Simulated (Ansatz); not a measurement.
AgPdO₂, space group Pmmm, a scan of one input key

Run with Ansatz 0.2.0, Python API.

The script, `edit_agpdo2.py`:
```python
import ansatz

FUNCTIONAL = "r2scan"
K_SPACING = 0.26

cell = (
    ansatz.Lattice.of((3.00451, 0.0, 0.0), (0.0, 3.347171, 0.0), (0.0, 0.0, 5.42314))
    .atom("Ag", (0.5, 0.5, 0.5))
    .atom("Pd", (0.0, 0.0, 0.0))
    .atom("O", (0.5, 0.0, 0.246043))
    .atom("O", (0.5, 0.0, 0.753957))
)

model = (
    cell.calculation()
    .functional(FUNCTIONAL)
    .pseudopotentials("paw")
    .kpoints(spacing=K_SPACING)
    .occupations(ansatz.OccupationsMethod.FERMI_DIRAC)
    .band_table()
)
typed = model.input()
rows = []
for value in [0.1, 0.3, 0.6]:
    edited = typed.set(ansatz.key.scf.mixing.beta, value)
    report = ansatz.Session.from_dict(edited).plan().execute().report
    rows.append((value, report["free_energy_ev"], report["n_iterations"], len(report["eigenvalues_ev"][0]) if "eigenvalues_ev" in report else 0))
for row in rows:
    print("; ".join(f"{name} = {round(v, 4) if isinstance(v, float) else v}" for name, v in zip(["beta", "F eV", "iterations", "bands listed"], row)))
print(edited.to_yaml())
```

Running `python edit_agpdo2.py` prints:
```text
DeckWarning: basis.ecutwfc = 500 eV, auto-derived from the records' recommended cutoffs: set by Ag (their level for a meta-GGA)
beta = 0.1; F eV = -15723.2847; iterations = 10; bands listed = 30
beta = 0.3; F eV = -15723.2847; iterations = 9; bands listed = 30
beta = 0.6; F eV = -15723.2847; iterations = 8; bands listed = 30
crystal:
  lattice:
    - [3.00451, 0.0, 0.0]
    - [0.0, 3.347171, 0.0]
    - [0.0, 0.0, 5.42314]
  atoms:
    - { symbol: Ag, position: [0.5, 0.5, 0.5] }
    - { symbol: Pd, position: [0.0, 0.0, 0.0] }
    - { symbol: O, position: [0.5, 0.0, 0.246043] }
    - { symbol: O, position: [0.5, 0.0, 0.753957] }
kpoints:
  mp_grid:
    kspacing: 0.26
hamiltonian:
  xc: r2scan
  pseudopotentials:
    kind: paw
scf:
  occupations:
    method: fermi_dirac
  mixing:
    beta: 0.6
output:
  eigenvalues: true
```
(Warnings from the package without file and line, repeats left out.)

Notes:
- Total energies depend on the potentials; only differences at equal settings carry meaning. A total without «per atom» is that of the whole cell that was run.
- The cell holds an odd number of electrons and is run without spin, so a magnetic state may lie lower.
- The mesh is modest for a metal, so energies can be off by several to tens of meV an atom and pressures by half a GPa or more; differences at equal mesh fare better.
- The structure comes from a database of computed cells and needn't be a stable or known phase.
- The whole script took 40 s on 1 thread of Arm Neoverse V2, with other jobs on the host, peak memory 0.54 GiB.
